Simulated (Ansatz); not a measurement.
# Sr: one contact scaled

An exercise on one series of results from a longer session: the logs are not shown, and one member is left open.

Method: DFT, LDA, PAW with Ansatz's default frozen-core files, scalar-relativistic, in Ansatz 0.2.0.

2 further runs of the same task are left out: 2 that didn't finish.

### Starting point

The structure is orthorhombic, space group Imma (No. 74). The conventional cell has a = 5.620 Å, b = 5.720 Å, c = 3.050 Å, α = 90.00°, β = 90.00°, γ = 90.00°. Sr (site symmetry mm2) is surrounded by 6 Sr at 2.91 to 3.05 Å.

As a file:

```cif
data_structure
_symmetry_space_group_name_H-M 'Imma'
_symmetry_Int_Tables_number 74
_cell_length_a 5.6200
_cell_length_b 5.7200
_cell_length_c 3.0500
_cell_angle_alpha 90.000
_cell_angle_beta 90.000
_cell_angle_gamma 90.000
_cell_volume 98.05
loop_
_atom_site_label
_atom_site_type_symbol
_atom_site_symmetry_multiplicity
_atom_site_Wyckoff_symbol
_atom_site_fract_x
_atom_site_fract_y
_atom_site_fract_z
_atom_site_occupancy
Sr1 Sr 4 e 0.00000 0.75000 0.12500 1
```

The file gives the conventional cell by its symmetry; the runs use the cell typed in the input.

Atoms are numbered in the order of the input: Sr1, Sr2.

Set-up of the first run:

The input, input.yaml:

```yaml
crystal:
  lattice:
    - [-2.81, 2.86, 1.525]
    - [2.81, -2.86, 1.525]
    - [2.81, 2.86, -1.525]
  atoms:
    - { symbol: Sr, position: [0.375, 0.125, 0.25] }
    - { symbol: Sr, position: [0.625, 0.875, 0.75] }
kpoints:
  mp_grid: { grid: [11, 11, 11] }
scf:
  occupations: { method: fermi_dirac, width: 0.05 }
hamiltonian:
  xc: lda
  pseudopotentials: { kind: paw }
output:
  forces: true
  stress: true
  eigenvalues: true
  efg: { contact_densities: true }
  populations: true
  write_density: true
  write_potential: true
  elf: true
  volumetric_format: npy
```

Command:

```
$ ansatz run input.yaml --threads 1 --pin off --max-ram 2048MiB --backend cpu --events-out ev --progress --plain --runs-dir out
```

Among the steps run: Shortest bond scaled by 1, PAW; Shortest bond scaled by 1.1, PAW; Shortest bond scaled by 0.88, PAW; Shortest bond scaled by 0.82, PAW; Shortest bond scaled by 0.76, PAW; Shortest bond scaled by 0.76, PAW (partial_waves polarizable).

One table of the session follows, with a row left open; its other results are not shown here.

```
                         method  length (Å)  F from the given length (eV/cell)  force along the bond (eV/Å)  pressure (GPa)  largest force (eV/Å)
                            PAW       2.213                              2.137                        9.447           33.56                 9.538
                            PAW       2.388                              0.937                        4.769           26.23                 4.854
                            PAW       2.562                              0.343                        2.273           23.28                 2.328
                            PAW       2.912                                  ?                            ?               ?                     ?
                            PAW       3.203                              0.220                       -1.604           22.55                 1.670
PAW (partial_waves polarizable)       2.213                                  –                        9.447           33.56                 9.538
```

Estimate the missing values for PAW, 2.912.

As computed: F from the given length (eV/cell): 0.000; force along the bond (eV/Å): 0.001; pressure (GPa): 22.21; largest force (eV/Å): 0.005.

Limits of these values: Warnings in the runs' records: gradients without spin orbit.
